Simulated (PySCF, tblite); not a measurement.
**C4H10ClSi radical: geometry, infrared bands and EPR parameters**

What infrared bands and EPR parameters should C4H10ClSi radical (`C[C]([SiH3])CCCl`) show?

Programs: tblite 0.8.0 and PySCF 2.14.0, with density-fitted response routines of our own. Each step states its level of theory. These are calculated values for one molecule in the gas phase, unless marked as measured. Atoms count from 0, in the outputs and in this text.

## 1. The molecule as given

16 atoms, charge 0, multiplicity 2; geometry from: force field or distance geometry start.

Bonds of the start (Å): C0–C1 1.49, C1–Si2 1.82, C1–C3 1.51, C3–C4 1.55, C4–Cl5 1.78, C0–H6 1.10, C0–H7 1.10, C0–H8 1.09, Si2–H9 1.47, Si2–H10 1.48, Si2–H11 1.49, C3–H12 1.08, C3–H13 1.09, C4–H14 1.10, C4–H15 1.10.

## 2. Geometry optimisation with GFN2-xTB

Job settings and geometry (Å):

```
{"job": {"kind": "relax", "xc": "GFN2-xTB", "basis": "xTB"}, "charge": 0, "multiplicity": 2}
C     -0.979800     1.067100     0.920300
C     -0.474400     0.219100    -0.198000
Si    -1.560100    -1.016200    -0.979100
C      0.978900     0.322500    -0.594900
C      1.973900    -0.148000     0.489900
Cl     1.878100    -1.902100     0.767300
H     -2.080000     1.151000     0.913200
H     -0.675100     0.669700     1.895200
H     -0.586800     2.083900     0.836700
H     -0.825000    -1.789700    -1.996200
H     -2.129100    -1.928200     0.041700
H     -2.691100    -0.305300    -1.647600
H      1.170700    -0.225700    -1.510100
H      1.193800     1.368000    -0.815200
H      2.993800     0.081400     0.160300
H      1.804600     0.361200     1.450100
```

Run with:

```console
> OMP_NUM_THREADS=1 python probes_run.py task.json out
```

This one command runs all jobs of the session in turn.

Log:

```text
step      E/eV     max force
  0    -540.75137    1.163
  1    -540.78725    0.314
  2    -540.79886    0.292
  3    -540.80903    0.221
  4    -540.81292    0.190
  5    -540.81571    0.127
  6    -540.81724    0.121
  7    -540.81871    0.083
  8    -540.81973    0.090
  9    -540.82059    0.081
 10    -540.82140    0.091
 11    -540.82224    0.075
 12    -540.82301    0.066
 13    -540.82370    0.061
 14    -540.82436    0.060
 15    -540.82501    0.058
 16    -540.82554    0.050
 17    -540.82588    0.042
 18    -540.82611    0.044
 19    -540.82632    0.041
 20    -540.82656    0.050
 21    -540.82682    0.042
 22    -540.82711    0.055
 23    -540.82741    0.054
 24    -540.82768    0.036
 25    -540.82792    0.035
 26    -540.82814    0.034
 27    -540.82834    0.042
 28    -540.82852    0.039
 29    -540.82868    0.028
 30    -540.82887    0.036
 31    -540.82910    0.043
 32    -540.82938    0.048
 33    -540.82966    0.045
 34    -540.82991    0.037
 35    -540.83016    0.034
 36    -540.83041    0.041
 37    -540.83063    0.036
 38    -540.83079    0.026
 39    -540.83091    0.027
 40    -540.83103    0.037
 41    -540.83118    0.036
 42    -540.83131    0.028
 43    -540.83141    0.026
 44    -540.83151    0.026
 45    -540.83164    0.039
 46    -540.83182    0.040
 47    -540.83202    0.036
 48    -540.83219    0.032
 49    -540.83234    0.029
 50    -540.83251    0.041
 51    -540.83274    0.041
 52    -540.83302    0.047
 53    -540.83327    0.035
 54    -540.83347    0.044
 55    -540.83369    0.048
 56    -540.83397    0.045
 57    -540.83429    0.052
 58    -540.83455    0.040
 59    -540.83471    0.030
 60    -540.83483    0.026
 61    -540.83493    0.026
 62    -540.83502    0.025
 63    -540.83508    0.022
 64    -540.83515    0.023
 65    -540.83524    0.041
 66    -540.83537    0.047
 67    -540.83556    0.040
 68    -540.83569    0.032
 69    -540.83584    0.031
 70    -540.83605    0.060
 71    -540.83632    0.072
 72    -540.83660    0.055
 73    -540.83681    0.035
 74    -540.83701    0.034
 75    -540.83731    0.066
 76    -540.83781    0.104
 77    -540.83848    0.117
 78    -540.83892    0.079
 79    -540.83943    0.029
 80    -540.83957    0.032
 81    -540.83971    0.025
 82    -540.83981    0.025
 83    -540.83988    0.021
 84    -540.83994    0.021
 85    -540.84000    0.019
 86    -540.84006    0.019
 87    -540.84011    0.017
 88    -540.84015    0.015
 89    -540.84018    0.014
 90    -540.84021    0.015
 91    -540.84024    0.014
 92    -540.84026    0.014
 93    -540.84028    0.012
 94    -540.84029    0.011
 95    -540.84030    0.011
 96    -540.84031    0.007
```

It took 0.53 s on 1 thread of Arm Neoverse V2, shared host.

Step by step: (not every step is listed)

```tsv
step	energy from step 0 (eV)	largest force (eV/Å)
0	0.0000	1.1627
1	-0.0359	0.3138
2	-0.0475	0.2916
3	-0.0577	0.2214
4	-0.0616	0.1898
5	-0.0643	0.1266
6	-0.0659	0.1209
7	-0.0673	0.0835
8	-0.0684	0.0902
16	-0.0742	0.0500
24	-0.0763	0.0357
32	-0.0780	0.0481
40	-0.0797	0.0366
48	-0.0808	0.0320
56	-0.0826	0.0446
64	-0.0838	0.0233
72	-0.0852	0.0550
80	-0.0882	0.0321
88	-0.0888	0.0147
91	-0.0889	0.0141
92	-0.0889	0.0140
93	-0.0889	0.0124
94	-0.0889	0.0112
95	-0.0889	0.0115
96	-0.0889	0.0071
```

Close pairs (by a distance rule), those that changed most:

```tsv
bond	before (Å)	after (Å)	change (Å)
C1–Si2	1.821	1.856	+0.036
Si2–H11	1.494	1.468	-0.025
C1–C3	1.510	1.488	-0.022
C0–H6	1.103	1.089	-0.015
Si2–H10	1.482	1.469	-0.013
C3–C4	1.545	1.533	-0.012
C4–H15	1.100	1.089	-0.011
Si2–H9	1.474	1.464	-0.010
```

The final coordinates are the input of the step that follows.

## 3. Vibrational analysis with GFN2-xTB

Job settings and geometry (Å):

```
{"job": {"kind": "ir", "xc": "GFN2-xTB", "basis": "xTB"}, "charge": 0, "multiplicity": 2}
C     -0.956466     1.161352     0.831774
C     -0.456414     0.270248    -0.246658
Si    -1.522422    -1.087505    -0.929014
C      0.985702     0.381128    -0.597011
C      1.903812    -0.173176     0.498624
Cl     1.643486    -1.923615     0.713464
H     -2.013862     1.380968     0.692923
H     -0.864159     0.675870     1.809313
H     -0.398861     2.097989     0.876939
H     -0.888912    -1.591637    -2.148581
H     -1.706073    -2.195222     0.018860
H     -2.846602    -0.527056    -1.226455
H      1.194283    -0.151772    -1.526091
H      1.266252     1.433712    -0.728857
H      2.952955    -0.040082     0.234591
H      1.699685     0.297742     1.459535
```

Log:

```text
mode    cm-1     km/mol
  1      28.7      0.60
  2      70.5      1.69
  3      82.7      1.08
  4      99.1      0.12
  5     188.9      1.57
  6     245.6      0.10
  7     262.4      1.23
  8     370.1      1.52
  9     434.9      0.65
 10     531.8     75.91
 11     561.0     82.80
 12     638.1      7.55
 13     676.2      2.90
 14     766.0    185.09
 15     799.3    242.97
 16     813.6    283.25
 17     861.5      6.85
 18     945.2      1.45
 19     970.6      1.40
 20     996.1      9.33
 21    1009.4      1.65
 22    1105.6      2.53
 23    1150.6      1.84
 24    1229.8     12.32
 25    1244.8      6.62
 26    1268.5      6.46
 27    1310.5      0.25
 28    1393.2      9.99
 29    1431.9      2.68
 30    1460.8      0.64
 31    1473.8      5.61
 32    1482.4      5.90
 33    2188.4    358.18
 34    2214.9    264.62
 35    2250.0    278.60
 36    2898.7     34.69
 37    2912.2     19.24
 38    2975.4      9.68
 39    2982.5      4.96
 40    2986.0     29.93
 41    2994.4     24.93
 42    3013.6     22.68
```

Wall time 0.44 s (1 thread of Arm Neoverse V2, shared host).

Which atoms move in the most intense modes:

```tsv
cm⁻¹	km/mol	atoms
532	75.9	H10 50 %, H11 14 %, C1 13 %
561	82.8	H9 40 %, H11 35 %, Si2 11 %
766	185.1	H9 56 %, H11 34 %
799	243.0	H10 39 %, H9 38 %, H11 16 %
814	283.2	H10 44 %, H11 44 %
2188	358.2	H10 75 %, H11 20 %
2215	264.6	H11 77 %, H10 21 %
2250	278.6	H9 96 %
```

## 4. g tensor and hyperfine couplings: B3LYP/pcH-1

Settings changed since step 3:

```diff
@@ -1,2 +1,2 @@
-{"job": {"kind": "ir", "xc": "GFN2-xTB", "basis": "xTB"}, "charge": 0, "multiplicity": 2}
+{"job": {"kind": "epr", "basis": "pcH-1"}, "charge": 0, "multiplicity": 2}
 C     -0.956466     1.161352     0.831774
```

Level: UKS B3LYP, pcH-1 on C Cl H Si, non-relativistic, mean-field spin-orbit, GIAO.

Log:

```text
UKS, coarse grid
  cycle   1  E = -908.07483295  |g| = 2.98e-01
  cycle   2  E = -908.06842436  |g| = 3.05e-01
  cycle   3  E = -908.11520405  |g| = 5.66e-02
  cycle   4  E = -908.11662847  |g| = 2.16e-02
  cycle   5  E = -908.11685095  |g| = 5.42e-03
  cycle   6  E = -908.11686698  |g| = 1.86e-03
  cycle   7  E = -908.11686939  |g| = 7.32e-04
UKS, final grid
  cycle   1  E = -908.11687339  |g| = 7.92e-04
  cycle   2  E = -908.11687321  |g| = 1.02e-03
  cycle   3  E = -908.11687368  |g| = 1.02e-04
  cycle   4  E = -908.11687368  |g| = 3.87e-05
  cycle   5  E = -908.11687368  |g| = 1.56e-05
E = -908.11687368 Eh   <S^2> = 0.7538 (exact 0.7500)
g shifts (ppm)      1          2          3
  rmc          -133       -133       -133
  gc             -1         30         30
  oz_so         -76        662       1299
  total        -210        559       1195
hyperfine (MHz)  atom isotope    a_iso     a_fc   dipolar eigenvalues
    0   13C     -30.01     -30.02     -2.37      0.21      2.15
    1   13C      90.98      91.09    -74.96    -73.93    148.89
    2  29Si      45.84      45.91     -2.14     -0.83      2.97
    3   13C     -28.55     -28.56     -1.75     -0.71      2.46
    4   13C      79.35      79.37     -5.15     -4.80      9.95
    5  35Cl       0.67       0.67     -0.97     -0.36      1.32
    6    1H      41.92      41.92     -4.53     -4.24      8.78
    7    1H     137.35     137.35     -5.27     -2.95      8.21
    8    1H      26.78      26.78     -4.25     -3.85      8.09
    9    1H       3.72       3.72     -3.35     -2.63      5.99
   10    1H      76.62      76.62     -3.24     -1.56      4.79
   11    1H      32.09      32.09     -3.29     -2.43      5.72
   12    1H      11.20      11.20     -5.19     -3.85      9.03
   13    1H      56.38      56.37     -4.66     -4.21      8.87
   14    1H       5.62       5.62     -3.20     -1.86      5.06
   15    1H      -3.93      -3.94     -4.49     -1.68      6.17
```

Wall time 80 s (1 thread of Arm Neoverse V2, shared host); peak memory 0.96 GiB.

Principal g values 2.00211, 2.00288, 2.00351; g(iso) = 2.00283, against 2.00232 for a free electron.

Hyperfine couplings; where a row names several nuclei, a(iso) is their mean (it holds for fast rotation or exchange) and the dipolar term the largest among them:

```tsv
nuclei	isotope	a(iso) (MHz)	a(iso) (G, at g = 2.0023)	largest dipolar term (MHz)
C1	13C	91.0	32.5	148.9
C4	13C	79.4	28.3	10.0
H6, H7, H8	1H	68.7	24.5	8.8
Si2	29Si	45.8	16.4	3.0
H9, H10, H11	1H	37.5	13.4	6.0
H12, H13	1H	33.8	12.1	9.0
C0	13C	-30.0	-10.7	-2.4
C3	13C	-28.6	-10.2	2.5
H14, H15	1H	0.8	0.3	6.2
Cl5	35Cl	0.7	0.2	1.3
```

Mulliken spin populations:

C0 -0.08; C1 0.96; Si2 -0.04; C3 -0.07; C4 0.04; Cl5 0.00; H6 0.02; H7 0.06; H8 0.01; H9 0.00; H10 0.04; H11 0.02; H12 0.01; H13 0.03; H14 0.01; H15 0.00

In first order the couplings over 0.8 MHz of 1H give 144 distinct lines over 138.4 G, if the averaged nuclei exchange fast; the same motion can average rows kept apart here too.

The fields below are evaluated on a grid from the run's orbitals.

ELF in a plane through or near 5 of the atoms.

Ten even steps from '0' (0.00) to '9' (1.00):
```
0000000000000000000000000000
0000000000000000000000000000
0000000000000000000000000000
0000000000025420135200000000
0000000000168863599820000000
0000000000068985999940000000
0000000000026735899810000000
0000000143001564553000110000
0000000266201588610027872000
0000134456644642762599997100
0000699952774767950599998100
0001899984641237457189996000
0000699963210002127136541000
0000011000110001565311000000
0000000001221001788520000000
0000000001220001687410000000
0000000000100000355200000000
0000000000000000000000000000
0000000000000000000000000000
0000000000000000000000000000
```
The map spans 11.4 Å across and 9.7 Å up, centred on the molecule. Atoms in the plane (x, y in Å): C0 (0.5, 1.6), Si2 (1.9, -0.9), C4 (-1.9, -0.4), H6 (1.5, 2.0), H14 (-2.9, -0.7).

log10 of the density (e/Å³) in the same plane.

Ten even steps from '0' (-4.0) to '9' (1.7):
```
0000000000000000000000000000
0000000000001111110000000000
0000000000112222221100000000
0000000001234444443210000000
0000000001345555554321000000
0000000122346677676432100000
0000011233346779776432110000
0000123344445677665433221100
0001223455555677654444332100
0002345566666677665555543210
0012346678766667666666543210
0012456777665556689766543210
0012345666655445579755432100
0001234445554444566554322100
0000122344444334555543221000
0000001233333333444432110000
0000000122322222333322100000
0000000001111011222210000000
0000000000000000111100000000
0000000000000000000000000000
```
The map spans 11.4 Å across and 9.7 Å up, centred on the molecule. Atoms in the plane (x, y in Å): C0 (0.5, 1.6), Si2 (1.9, -0.9), C4 (-1.9, -0.4), H6 (1.5, 2.0), H14 (-2.9, -0.7).

On the surface of density 0.002 e/bohr³ the electrostatic potential runs, from the 1st to the 99th percentile, from -0.70 V near Cl5 to 1.06 V near H15.

The spin density lies nearest to C1 68 %.

## 5. Results

| quantity | value |
| --- | --- |
| strongest single infrared mode (GFN2-xTB) | 2188 cm⁻¹, 358 km/mol |
| zero-point energy (GFN2-xTB) | 76.2 kcal/mol |
| g(iso) (B3LYP) | 2.00283 |
| ⟨S²⟩ | 0.754 (exact 0.75) |
| largest a(iso) (averaged by class) | 13C on C1, 91.0 MHz |
| potential on the surface of density 0.002 e/bohr³, 1st and 99th percentile | -0.70 V and 1.06 V |

Over 96 steps the energy fell by 0.089 eV; of the close pairs, C1–Si2 changed most, 1.821 to 1.856 Å. No mode is imaginary among the 42: a minimum at this level. The strongest single mode, at 2188 cm⁻¹, moves mainly H10. Unscaled tight-binding wavenumbers are off by several per cent, some by more. Its intensities can rank the bands wrongly. Most of the unpaired spin sits on C1 (0.96 e). The isotropic g lies 0.5 ppt above the free-electron value. These values are for one conformer; the search (at its own cheap level) found 2 more, at 0.08, 0.53 kcal/mol, and measured spectra average over such forms.
